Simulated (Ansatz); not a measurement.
**C4H2F4: a ladder of functionals and wavefunction methods**

An exercise on one series of results from a longer session: the logs are not shown, and one member is left open.

Method: functionals in def2-TZVPP, the program's frozen cores in correlated methods; program: Ansatz 0.2.0, Gaussian basis.

Plan: LDA (SPW92), PBE-D4, revPBE-D4, BLYP-D4, r2SCAN-D4, B97M-V, PBE0-D4, B3LYP-D4, r2SCANh-D4, r2SCAN0-D4, HSE06-D4, BHLYP-D4, CAM-B3LYP-D4, LC-ωPBE, ωB97X-V, ωB97M-V, B2PLYP, PBE-QIDH; CCSD(T)/def2-SVP; CCSD(T)/def2-TZVPP; MP2/def2-QZVPP; extrapolation to the limit; RPA on PBE.

## The geometry

All runs share one geometry, relaxed beforehand with PBE0-D4 in a triple-zeta def2 set.

SMILES `FC1(F)C=CC1(F)F`, 10 atoms, charge 0, spin multiplicity 1.

Atoms are counted from 1 here; the program's logs count them from 0.

Bond lengths: F1–C2 1.344 Å, C2–F3 1.344 Å, C2–C4 1.502 Å, C2–C6 1.565 Å, C4–C5 1.335 Å, C4–H9 1.081 Å, C5–C6 1.502 Å, C5–H10 1.081 Å, C6–F7 1.344 Å, C6–F8 1.344 Å. Angles: F1–C2–F3 107.3°, F1–C2–C4 116.4°, F1–C2–C6 115.2°, F3–C2–C4 116.4°, F3–C2–C6 115.1°, C4–C2–C6 85.6°, C2–C4–C5 94.4°, C2–C4–H9 131.4°, C5–C4–H9 134.2°, C4–C5–C6 94.4°, C4–C5–H10 134.2°, C6–C5–H10 131.4°, C2–C6–C5 85.6°, C2–C6–F7 115.1°, C2–C6–F8 115.2°, C5–C6–F7 116.4°, C5–C6–F8 116.4°, F7–C6–F8 107.3°.

As a file:

| atom | x (Å) | y (Å) | z (Å) |
| --- | --- | --- | --- |
| F1 | -0.9713 | -1.6402 | 0.7431 |
| C2 | -0.8106 | -0.4665 | 0.1090 |
| F3 | -1.9473 | -0.2151 | -0.5618 |
| C4 | -0.2555 | 0.6637 | 0.9279 |
| C5 | 0.8636 | 0.7711 | 0.2083 |
| C6 | 0.5011 | -0.3405 | -0.7347 |
| F7 | 1.2979 | -1.4222 | -0.7161 |
| F8 | 0.3220 | 0.0027 | -2.0213 |
| H9 | -0.6496 | 1.1834 | 1.7904 |
| H10 | 1.7330 | 1.4123 | 0.2584 |

Set-up of the first run:

Contents of in.yaml:

```yaml
crystal:
  periodic: [false, false, false]
  atoms:
    - {symbol: F, position_ang: [-0.971281, -1.640216, 0.743109]}
    - {symbol: C, position_ang: [-0.810632, -0.466529, 0.108975]}
    - {symbol: F, position_ang: [-1.947347, -0.215097, -0.561835]}
    - {symbol: C, position_ang: [-0.255476, 0.663656, 0.927867]}
    - {symbol: C, position_ang: [0.863620, 0.771096, 0.208259]}
    - {symbol: C, position_ang: [0.501069, -0.340520, -0.734662]}
    - {symbol: F, position_ang: [1.297895, -1.422224, -0.716059]}
    - {symbol: F, position_ang: [0.321979, 0.002702, -2.021320]}
    - {symbol: H, position_ang: [-0.649605, 1.183425, 1.790393]}
    - {symbol: H, position_ang: [1.732978, 1.412308, 0.258374]}
basis:
  gaussian: {orbitals: def2-TZVPP}
hamiltonian: {xc: lda}
output: {orbitals: {seedname: orbitals}}
```

Command:

```sh
$ ansatz run in.yaml --threads 4 --pin off --events-out ev --progress --plain --max-ram 11315MiB
```

Steps of the session up to this table: LDA; PBE-D4 (GGA); revPBE-D4 (GGA); BLYP-D4 (GGA); r2SCAN-D4 (meta-GGA); B97M-V (meta-GGA); B3LYP-D4 (hybrid); r2SCANh-D4 (hybrid); r2SCAN0-D4 (hybrid); HSE06-D4 (hybrid); BHLYP-D4 (hybrid); CAM-B3LYP-D4 (range-separated); LC-ωPBE (range-separated); ωB97X-V (range-separated); ωB97M-V (range-separated); B2PLYP (double hybrid); PBE-QIDH (double hybrid).

One table of the session follows, with a row left open; its other results are not shown here.

It belongs to the step «Orbital energies across the functionals». 

| functional | HOMO (eV) | gap (eV) |
| --- | --- | --- |
| LDA (SPW92) | -7.92 | 5.27 |
| PBE-D4 | -7.70 | 5.35 |
| revPBE-D4 | -7.61 | 5.38 |
| BLYP-D4 | -7.66 | 5.44 |
| r2SCAN-D4 | -8.07 | 5.92 |
| B97M-V | -8.23 | 6.18 |
| PBE0-D4 | -9.40 | 8.08 |
| B3LYP-D4 | -9.14 | 7.57 |
| r2SCANh-D4 | ? | ? |
| r2SCAN0-D4 | -9.59 | 8.37 |
| HSE06-D4 | -8.99 | 7.28 |
| BHLYP-D4 | -10.50 | 10.29 |
| CAM-B3LYP-D4 | -10.78 | 10.61 |
| LC-ωPBE | -12.20 | 13.27 |
| ωB97X-V | -11.77 | 12.77 |
| ωB97M-V | -11.67 | 12.56 |

**Question.** Estimate the row for r2SCANh-D4.

Worked estimate for «HOMO (eV)». Against the share of exact exchange, r2SCAN-D4 (0, -8.07), r2SCAN0-D4 (0.25, -9.59) give a slope of -6.08 per unit share; at 0.1 the line stands at -8.68.

**Answer.** HOMO (eV): -8.72; gap (eV): 6.94. In «HOMO (eV)» the line misses by +0.04.
